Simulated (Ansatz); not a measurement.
Run this with Ansatz 0.2.0, Python API and show what comes out.

The script, `energy.py`:
```python
# -*- coding: utf-8 -*-
"""Electronic structure of the BCl2I molecule."""

from pathlib import Path
import json

import ansatz
import numpy as np

GEOMETRY = """
Cl   -0.50360   -1.85720    0.10980
B     0.00670   -0.06040    0.06640
Cl    0.85220    0.65690    1.51050
I    -0.29980    1.20040   -1.70700
"""


def main():
    molecule = ansatz.Crystal.molecule()
    for line in GEOMETRY.strip().splitlines():
        symbol, *xyz = line.split()
        molecule = molecule.atom(symbol, [float(v) for v in xyz])

    calc = (
        molecule.calculation()
        .basis(gaussian="def2-SVP")
        .functional("r2scan")
        .forces()
        .orbitals()
    )
    result = calc.run(runs_dir="bcl2i_runs")
    summary = result.report

    print("reference energy %16.6f eV" % summary["reference_energy_ev"])
    print("total energy     %16.6f eV" % summary["free_energy_ev"])
    print("occupied orbitals outside the frozen core (up, down):", summary["n_occupied"], " frozen:", summary["n_frozen"], " virtual:", summary["n_virtual"])

    state = summary["mean_field"]["state"]
    print(f"mean field: {state['energy']['hartree']:.7f} Ha, <S^2> = {abs(state['spin_squared']):.4f}, stability: {state.get('stability', {}).get('kind')}")

    symbols = [site.symbol for site in molecule.cartesian_sites]
    print("forces (eV/A)")
    for symbol, f in zip(symbols, summary["forces_ev_ang"]):
        print(f"  {symbol:2s} {f[0]:9.4f} {f[1]:9.4f} {f[2]:9.4f}")

    charges = summary["charge_distribution"]
    dipole = np.array(charges["dipole_moment_e_ang"]) * 4.803205
    print("dipole (D): {:.3f} {:.3f} {:.3f}, length {:.3f}".format(*dipole, np.linalg.norm(dipole)))
    print("atom  Mulliken   Lowdin")
    for symbol, m, l in zip(symbols, charges["mulliken_charges_e"], charges["lowdin_charges_e"]):
        print(f"{symbol:4s} {m:9.3f} {l:8.3f}")

    lines = Path(summary["orbitals_path"]).read_text().splitlines()
    field_of = lambda key: [line.split("=")[1].strip() for line in lines if line.startswith(key)]
    orbitals = [(27.211386 * float(e), s, float(n)) for e, s, n in zip(field_of("Ene="), field_of("Spin="), field_of("Occup="))]
    homo = max(e for e, _, n in orbitals if n > 0.5)
    lumo = min(e for e, _, n in orbitals if n < 0.5)
    print(f"HOMO {homo:.3f} eV, LUMO {lumo:.3f} eV, gap {lumo - homo:.3f} eV")
    with open("bcl2i.json", "w") as handle:
        json.dump({k: summary[k] for k in ("free_energy_ev", "reference_energy_ev", "n_occupied", "n_virtual")}, handle, indent=1)


if __name__ == "__main__":
    main()
```

Running `python energy.py` prints:
```text
reference energy    -33817.922672 eV
total energy        -33817.922672 eV
occupied orbitals outside the frozen core (up, down): [32, 32]  frozen: 0  virtual: [44, 44]
mean field: -1242.7857356 Ha, <S^2> = 0.0000, stability: minimum
forces (eV/A)
  Cl    0.6058    2.3366   -0.0863
  B     0.1836   -0.8087    0.5246
  Cl   -0.8623   -0.7734   -1.3251
  I     0.0729   -0.7545    0.8868
dipole (D): -0.007 0.376 -0.240, length 0.446
atom  Mulliken   Lowdin
Cl      -0.101    0.246
B        0.203   -0.793
Cl      -0.069    0.294
I       -0.032    0.252
HOMO -7.118 eV, LUMO -2.862 eV, gap 4.256 eV
```

`bcl2i.json`, as written:
```json
{
 "free_energy_ev": -33817.92267186303,
 "reference_energy_ev": -33817.92267186303,
 "n_occupied": [
  32,
  32
 ],
 "n_virtual": [
  44,
  44
 ]
}
```

Caveats:
- The settings weren't tested for convergence.
- The geometry is a force-field or estimated start, not a minimum of this method, and the basis set is short of its limit.
- def2 sets replace the cores of elements past krypton by effective core potentials.
- The Löwdin charges here are taken after orthogonalising the functions within each atom; they differ from plain Löwdin charges, and their signs can be unphysical.
- Levels such as HOMO and LUMO are orbital energies: with these approximate functionals they aren't the ionisation energy and electron affinity, and their gap isn't the fundamental gap.
- Finished in 4.9 s on 1 thread of Arm Neoverse V1 (shared host), peak memory 0.2 GiB.

(A comment or docstring line of the script was reworded after the run, the code is as it ran; lines on the test bed's own set-up are left out of the output.)
